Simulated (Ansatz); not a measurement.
# C2H8ClNSi: the cost of one run

Method: RKS r2SCANh-D4/6-31G*, in Ansatz 0.2.0.

### 1 Starting point

Bond lengths: C1–C2 1.463 Å, C2–Cl3 1.799 Å, C2–Si4 1.928 Å, Si4–N5 1.658 Å, C1–H6 1.148 Å, C1–H7 1.085 Å, C1–H8 1.109 Å, C2–H9 1.070 Å, Si4–H10 1.426 Å, Si4–H11 1.536 Å, N5–H12 0.999 Å, N5–H13 1.076 Å. Angles (14 of 21 angles, heavy atoms first): C1–C2–Cl3 109.1°, C1–C2–Si4 116.2°, Cl3–C2–Si4 107.3°, C2–Si4–N5 112.5°, C1–C2–H9 108.2°, Cl3–C2–H9 108.1°, Si4–C2–H9 107.7°, C2–C1–H6 114.4°, C2–C1–H7 114.6°, C2–C1–H8 111.9°, C2–Si4–H10 111.3°, C2–Si4–H11 105.7°, N5–Si4–H10 110.5°, N5–Si4–H11 107.0°.

Coordinates:

```xyz
13

C    -1.5995    0.0907   -0.3021
C    -0.3834   -0.6574   -0.6199
Cl    0.2466   -0.1090   -2.2131
Si    1.0611   -0.5103    0.6482
N     1.6767    1.0273    0.7334
H    -1.4529    1.2273   -0.2336
H    -2.0691   -0.1886    0.6357
H    -2.3591    0.0068   -1.1064
H    -0.6395   -1.6927   -0.7018
H     2.0978   -1.4483    0.3650
H     0.4446   -0.8247    2.0191
H     2.0889    1.2894   -0.1380
H     0.9083    1.7546    0.9283
```

### 2 Relaxing end A

input.yaml

```yaml
crystal:
  periodic: [false, false, false]
  atoms:
    - { symbol: C, position_ang: [-1.5995, 0.0907, -0.3021] }
    - { symbol: C, position_ang: [-0.3834, -0.6574, -0.6199] }
    - { symbol: Cl, position_ang: [0.2466, -0.109, -2.2131] }
    - { symbol: Si, position_ang: [1.0611, -0.5103, 0.6482] }
    - { symbol: "N", position_ang: [1.6767, 1.0273, 0.7334] }
    - { symbol: H, position_ang: [-1.4529, 1.2273, -0.2336] }
    - { symbol: H, position_ang: [-2.0691, -0.1886, 0.6357] }
    - { symbol: H, position_ang: [-2.3591, 0.0068, -1.1064] }
    - { symbol: H, position_ang: [-0.6395, -1.6927, -0.7018] }
    - { symbol: H, position_ang: [2.0978, -1.4483, 0.365] }
    - { symbol: H, position_ang: [0.4446, -0.8247, 2.0191] }
    - { symbol: H, position_ang: [2.0889, 1.2894, -0.138] }
    - { symbol: H, position_ang: [0.9083, 1.7546, 0.9283] }
basis:
  gaussian: { orbitals: "6-31G*" }
hamiltonian:
  xc: r2scanh
  dispersion: d4
relax:
  f_tol: 0.015
  max_steps: 40
```

Launch:

```sh
ansatz run input.yaml --threads 2 --pin off --max-ram 3072MiB --backend cpu --events-out ev --progress --plain --runs-dir out
```

**Question.** How long does this run take on 2 threads of AMD EPYC 7B13 (Zen 3), shared host, and how much memory does it need?

About 51 s, with a peak of 0.27 GiB.
